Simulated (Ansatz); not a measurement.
**C₅H₄Cl₂F₄O₂Ti: basis-set convergence**

How large a basis does C₅H₄Cl₂F₄O₂Ti need? Two functionals are run in growing sets.

The runs use Ansatz 0.2.0, Gaussian basis; one geometry, several basis sets.

Levels to be run: PBE0-D4/def2-SVP; ωB97M-V/def2-SVP; PBE0-D4/def2-QZVPP; ωB97M-V/def2-QZVPP; the functionals' def2-TZVPP values are taken from earlier runs.

## Step 1: The geometry

An earlier PBE0-D4 in a triple-zeta def2 set relaxation fixed the geometry.

SMILES `CC1=CC(C(F)(F)F)=[O+][Ti-]([F])([Cl])([Cl])[O]1`, 18 atoms, charge 0, spin multiplicity 1.

Atoms are counted from 1 here; the program's logs count them from 0.

Bond lengths: C1–C2 1.486 Å, C1–H15 1.093 Å, C1–H16 1.088 Å, C1–H17 1.093 Å, C2–C3 1.382 Å, C2–O14 1.285 Å, C3–C4 1.394 Å, C3–H18 1.079 Å, C4–C5 1.539 Å, C4–O9 1.245 Å, C5–F6 1.336 Å, C5–F7 1.318 Å, C5–F8 1.336 Å, O9–Ti10 2.072 Å, Ti10–F11 1.743 Å, Ti10–Cl12 2.215 Å, Ti10–Cl13 2.189 Å, Ti10–O14 1.918 Å. Angles: C2–C1–H15 109.0°, C2–C1–H16 112.1°, C2–C1–H17 109.0°, H15–C1–H16 109.8°, H15–C1–H17 106.9°, H16–C1–H17 109.8°, C1–C2–C3 122.1°, C1–C2–O14 115.3°, C3–C2–O14 122.6°, C2–C3–C4 119.7°, C2–C3–H18 120.3°, C4–C3–H18 120.0°, C3–C4–C5 117.5°, C3–C4–O9 126.1°, C5–C4–O9 116.4°, C4–C5–F6 109.8°, C4–C5–F7 111.9°, C4–C5–F8 109.9° and more.

## Step 2: PBE0-D4 in def2-SVP

The input, in.yaml:

```yaml
crystal:
  periodic: [false, false, false]
  atoms:
    - {symbol: C, position_ang: [-1.090092, -1.248514, 2.158495]}
    - {symbol: C, position_ang: [-0.389250, -0.642443, 0.996169]}
    - {symbol: C, position_ang: [-1.010547, 0.257020, 0.150679]}
    - {symbol: C, position_ang: [-0.316259, 0.770091, -0.943705]}
    - {symbol: C, position_ang: [-1.065444, 1.747205, -1.867740]}
    - {symbol: F, position_ang: [-1.456068, 2.818711, -1.171404]}
    - {symbol: F, position_ang: [-0.312546, 2.147201, -2.872520]}
    - {symbol: F, position_ang: [-2.160598, 1.160339, -2.359910]}
    - {symbol: O, position_ang: [0.860425, 0.507285, -1.254461]}
    - {symbol: Ti, position_ang: [2.314898, -0.630607, -0.315240]}
    - {symbol: F, position_ang: [2.562387, -1.297704, -1.906513]}
    - {symbol: Cl, position_ang: [3.568364, -2.083623, 0.790967]}
    - {symbol: Cl, position_ang: [3.396813, 1.221884, 0.119218]}
    - {symbol: O, position_ang: [0.828560, -1.017825, 0.833522]}
    - {symbol: H, position_ang: [-1.078410, -2.336301, 2.054038]}
    - {symbol: H, position_ang: [-2.116152, -0.897474, 2.246482]}
    - {symbol: H, position_ang: [-0.537584, -1.011252, 3.070987]}
    - {symbol: H, position_ang: [-2.035898, 0.547309, 0.322737]}
basis:
  gaussian: {orbitals: def2-SVP}
hamiltonian: {xc: pbe0, dispersion: d4}
output: {orbitals: {seedname: orbitals}}
```

Started as:

```
$ ansatz run in.yaml --threads 11 --pin off --events-out ev --progress --plain --max-ram 110592MiB --backend cpu
```

The log of the run:

```text
Functional definition: PBE0
  name "PBE0"
  cite "Adamo & Barone, J. Chem. Phys. 110, 6158 (1999) doi:10.1063/1.478522"
  cite "Perdew, Burke & Ernzerhof, Phys. Rev. Lett. 77, 3865 (1996) doi:10.1103/PhysRevLett.77.3865"
  parent pbe
  parameter a = 0.25
  parameter kappa = 0.804
  parameter beta = 0.06672455060314922
  exchange = (1 - a)*pbe_x(kappa = kappa, mu = beta*pi^2/3) + a*exact_x
  correlation = pbe_c(beta = beta)
2379 factors; integrals over basis functions are off by at most 1.3e-3 eV
mean field evaluation 1: about -68305.6134 eV, gradient 8.2e1 eV
mean field evaluation 2: about -68007.8895 eV, gradient 4.3e2 eV
mean field evaluation 4: about -68314.8136 eV, gradient 4.4e1 eV
mean field evaluation 8: about -68318.8278 eV, gradient 1.4e0 eV
mean field evaluation 16: about -68319.3669 eV, gradient 4.0e-3 eV
mean field -68319.36685351 eV, -2510.6904233365 hartree, gradient 4.2e-5 eV, S^2 0.000000; 0 other end points of the search recorded, 0 dependent functions left out
reference -68319.36692783 eV, -2510.6904260676 hartree; 71, 71 occupied and 170, 170 virtual orbitals, 2379 factors
Total energy: -68319.93944020 eV, -2510.7114655093 hartree
```

Run time: 3.3 s. Hardware: 11 threads of AMD EPYC 7R13, shared host; peak memory 1.1 GiB.

## Step 3: ωB97M-V in def2-SVP

in.yaml: that of step 2 with these lines changed.

```diff
@@ -23,3 +23,3 @@
   gaussian: {orbitals: def2-SVP}
-hamiltonian: {xc: pbe0, dispersion: d4}
+hamiltonian: {xc: {name: wB97M-V}}
 output: {orbitals: {seedname: orbitals}}
```

Launched as before.

The log of the run, cut to the lines that bear on the results:

```text
Functional definition: wB97M-V
  name "wB97M-V"
  cite "Mardirossian & Head-Gordon, J. Chem. Phys. 144, 214110 (2016) doi:10.1063/1.4952647"
  cite "Becke, J. Chem. Phys. 107, 8554 (1997) doi:10.1063/1.475007"
  cite "Vydrov & Van Voorhis, J. Chem. Phys. 133, 244103 (2010) doi:10.1063/1.3521275"
  # Of w^i u^j: cxij and so on, Table III.
[...]
  gx(w, u) = 1 - cx + cx01*u + cx10*w
  gss(w, u) = css00 + css04*u^4 + css10*w + css20*w^2 + css43*w^4*u^3
  gos(w, u) = cos00 + cos10*w + (cos20 + cos21*u)*w^2 + (cos60 + cos61*u)*w^6
[...]
      + integral(e_c_pw_mod_opposite_spin*gos(b97_w_opposite, b97_u_opposite)) + vv10(b, c)
2379 factors; integrals over basis functions are off by at most 1.3e-3 eV
480 factors; integrals over basis functions are off by at most 6.5e-5 eV
[...]
mean field -68345.21553249 eV, -2511.6403447682 hartree, gradient 4.4e-5 eV, S^2 0.000000; 0 other end points of the search recorded, 0 dependent functions left out
reference -68345.21564765 eV, -2511.6403490001 hartree; 71, 71 occupied and 170, 170 virtual orbitals, 2379 factors
Total energy: -68345.21564765 eV, -2511.6403490001 hartree
```

Run time: 9.5 s. Hardware: 11 threads of AMD EPYC 7R13, shared host; peak memory 1.6 GiB.

## Step 4: PBE0-D4 in def2-QZVPP

in.yaml: that of step 3 with these lines changed.

```diff
@@ -22,4 +22,4 @@
 basis:
-  gaussian: {orbitals: def2-SVP}
-hamiltonian: {xc: {name: wB97M-V}}
+  gaussian: {orbitals: "def2-QZVPP.json"}
+hamiltonian: {xc: pbe0, dispersion: d4}
 output: {orbitals: {seedname: orbitals}}
```

Started as:

```
$ ansatz run in.yaml --threads 11 --pin off --events-out ev --progress --plain --max-ram 110592MiB --backend cuda --devices 0, --max-vram 75GiB
```

The log of the run:

```text
Functional definition: PBE0
  name "PBE0"
  cite "Adamo & Barone, J. Chem. Phys. 110, 6158 (1999) doi:10.1063/1.478522"
  cite "Perdew, Burke & Ernzerhof, Phys. Rev. Lett. 77, 3865 (1996) doi:10.1103/PhysRevLett.77.3865"
  parent pbe
  parameter a = 0.25
  parameter kappa = 0.804
  parameter beta = 0.06672455060314922
  exchange = (1 - a)*pbe_x(kappa = kappa, mu = beta*pi^2/3) + a*exact_x
  correlation = pbe_c(beta = beta)
3482 factors; their error is unknown
mean field evaluation 1: about -68342.8083 eV, gradient 9.1e1 eV
mean field evaluation 2: about -68165.6984 eV, gradient 3.7e2 eV
mean field evaluation 4: about -68351.8687 eV, gradient 5.3e1 eV
mean field evaluation 8: about -68356.9077 eV, gradient 3.8e-1 eV
mean field evaluation 16: about -68356.9796 eV, gradient 1.1e-2 eV
mean field -68356.97963283 eV, -2512.0726674816 hartree, gradient 7.5e-5 eV, S^2 0.000000; 0 other end points of the search recorded, 0 dependent functions left out
reference -68356.97968599 eV, -2512.0726694352 hartree; 71, 71 occupied and 909, 909 virtual orbitals, 3482 factors
Total energy: -68357.55219836 eV, -2512.0937088768 hartree
```

Wall time 4.6 s (1 × H100 with 11 threads of AMD EPYC 7R13, shared host); peak host memory 1.6 GiB.

## Step 5: ωB97M-V in def2-QZVPP

in.yaml: that of step 4 with these lines changed.

```diff
@@ -23,3 +23,3 @@
   gaussian: {orbitals: "def2-QZVPP.json"}
-hamiltonian: {xc: pbe0, dispersion: d4}
+hamiltonian: {xc: {name: wB97M-V}}
 output: {orbitals: {seedname: orbitals}}
```

The command is unchanged.

The log of the run, cut to the lines that bear on the results:

```text
Functional definition: wB97M-V
  name "wB97M-V"
  cite "Mardirossian & Head-Gordon, J. Chem. Phys. 144, 214110 (2016) doi:10.1063/1.4952647"
  cite "Becke, J. Chem. Phys. 107, 8554 (1997) doi:10.1063/1.475007"
  cite "Vydrov & Van Voorhis, J. Chem. Phys. 133, 244103 (2010) doi:10.1063/1.3521275"
  # Of w^i u^j: cxij and so on, Table III.
[...]
  gx(w, u) = 1 - cx + cx01*u + cx10*w
  gss(w, u) = css00 + css04*u^4 + css10*w + css20*w^2 + css43*w^4*u^3
  gos(w, u) = cos00 + cos10*w + (cos20 + cos21*u)*w^2 + (cos60 + cos61*u)*w^6
[...]
      + integral(e_c_pw_mod_opposite_spin*gos(b97_w_opposite, b97_u_opposite)) + vv10(b, c)
3438 factors; their error is unknown
648 factors; integrals over basis functions are off by at most 1.3e-5 eV
[...]
mean field -68383.12781370 eV, -2513.0335954048 hartree, gradient 6.2e-5 eV, S^2 0.000000; 0 other end points of the search recorded, 0 dependent functions left out
reference -68383.12790138 eV, -2513.0335986270 hartree; 71, 71 occupied and 909, 909 virtual orbitals, 3438 factors
Total energy: -68383.12790138 eV, -2513.0335986270 hartree
```

It took 6.5 s on 1 × H100 with 11 threads of AMD EPYC 7R13, shared host; peak host memory 1.8 GiB.

## Step 6: Functionals by basis

The def2-TZVPP values come from earlier runs at the same geometry.

| functional | basis | functions | energy (eV) | from the largest (eV) | HOMO (eV) | LUMO (eV) |
| --- | --- | --- | --- | --- | --- | --- |
| PBE0-D4 | def2-SVP | 241 | -68319.9394 | 37.613 | -8.33 | -3.48 |
| PBE0-D4 | def2-TZVPP | 545 | -68355.3652 | 2.187 | -8.38 | -3.44 |
| PBE0-D4 | def2-QZVPP | 980 | -68357.5522 | 0.000 | -8.40 | -3.46 |
| ωB97M-V | def2-SVP | 241 | -68345.2156 | 37.912 | -10.39 | -1.35 |
| ωB97M-V | def2-TZVPP | 545 | -68381.0782 | 2.050 | -10.49 | -1.37 |
| ωB97M-V | def2-QZVPP | 980 | -68383.1279 | 0.000 | -10.51 | -1.40 |

## Step 7: Summary of results

| quantity | value |
| --- | --- |
| PBE0-D4: double and triple zeta above quadruple | 37.61, 2.19 eV |
| ωB97M-V: double and triple zeta above quadruple | 37.91, 2.05 eV |

In words: For PBE0-D4 the step from double to triple zeta gains 35.43 eV and the next only 2.19 eV. These are total energies; as a rule much of such shifts cancels in differences, which this series doesn't test.
